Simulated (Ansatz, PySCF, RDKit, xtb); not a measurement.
# Solving Si2H3OF, step by step

Only the formula Si2H3OF is given. Aim: find the structure of lowest free energy at 298.15 K, then its properties.

Plan: many cheap relaxations first (GFN2-xTB), then density-functional screening, relaxation at B3LYP-D3(BJ)/def2-SVP, vibrations and a final energy. The numbers are computed, not measured.

4 further runs of the same task are left out: 4 set aside as unsound or not needed.

**1. Drawing up candidates**

A program enumerates the bonding patterns with one Lewis structure each (two rings at most, one unusual centre or charged pair), with their diastereomers. O–O, O–halogen and N–halogen bonds and N–N–N chains are not drawn. That gives 23 candidates.

c008 O[Si](F)=[SiH2]; c033 O[Si@H](F)[SiH] (triplet); c073 [OH2+]/[Si-]=[SiH]/F; c081 [OH2+]/[Si-]=[SiH]\F; c165 F[Si]O[SiH3] (triplet); c195 O=[SiH][SiH2]F; c240 O/[SiH]=[SiH]/F; c254 F[Si-]1[OH+][SiH2]1; c341 O[SiH2][Si]F; c369 F[Si@@H]1O[SiH2]1; c441 F[Si]O[SiH3]; c470 F[Si@@H]1[OH+][SiH-]1; c477 O=[Si](F)[SiH3]; c481 F/[SiH]=[O+]/[SiH2-]; c515 O[Si@H](F)[SiH]; c615 O[SiH2][Si]F (triplet); c629 O/[SiH]=[SiH]\F; c807 F[SiH2]O[SiH] (triplet); c819 O[Si][SiH2]F; c872 F/[SiH]=[O+]\[SiH2-]; c889 O[Si][SiH2]F (triplet); c927 F[SiH2]O[SiH]; c999 O=[Si@H-](F)[SiH2+].

Candidates are built by distance geometry, with a force field where one applies, in up to four conformers (letters a to d). 10 starts with atoms placed at random are added, to find patterns that the rules miss.

Q: Predict the outcome of this search (final energies at CCSD(T)/def2-TZVP).

| quantity | value |
| --- | --- |
| lowest structure found | F[Si]O[SiH3], singlet, Cs |
| next finalist | F[SiH2]O[SiH], singlet, 12.4 kcal/mol higher in G |
| share at equilibrium, among the finalists | 100.0 % |
| harmonic wavenumbers, lowest and highest (B3LYP-D3(BJ)/def2-SVP) | 69 and 2256 cm⁻¹ |
| rotational constants, same geometry | 0.3672, 0.08603, 0.07147 cm⁻¹ |
| dipole moment (PBE0/def2-TZVPD) | 0.91 D |
| HOMO energy (PBE0/def2-TZVPD) | -7.96 eV |
| LUMO energy (PBE0/def2-TZVPD) | -1.91 eV |
| HOMO–LUMO gap (PBE0/def2-TZVPD) | 6.04 eV |
| lowest excitation (TD-B3LYP/def2-SVPD) | 5.39 eV (f = 0.130) |
| strongest of the states computed, same level | 6.92 eV (f = 0.256) |
| lowest triplet excitation, same level, Tamm-Dancoff | 3.19 eV |
| vertical ionisation energy | 10.25 eV |
| vertical electron affinity | 0.09 eV |
| vertical triplet less singlet | +3.05 eV |

The lowest structure found is `F[Si]O[SiH3]`. The margin of 12.4 kcal/mol over the next finalist is beyond the usual error of the last level; it says nothing of structures that weren't ranked. GFN2-xTB, HF/STO-3G, r2SCAN-D4/def2-SVP, B3LYP-D3(BJ)/def2-SVP, HF/def2-TZVP and MP2/def2-TZVP already put its bonding pattern lowest among the structures in one piece. Lowest found is not proven lowest: the search is finite, and each finalist counts with one conformer. Patterns outside the rules of the enumeration were met only by chance.
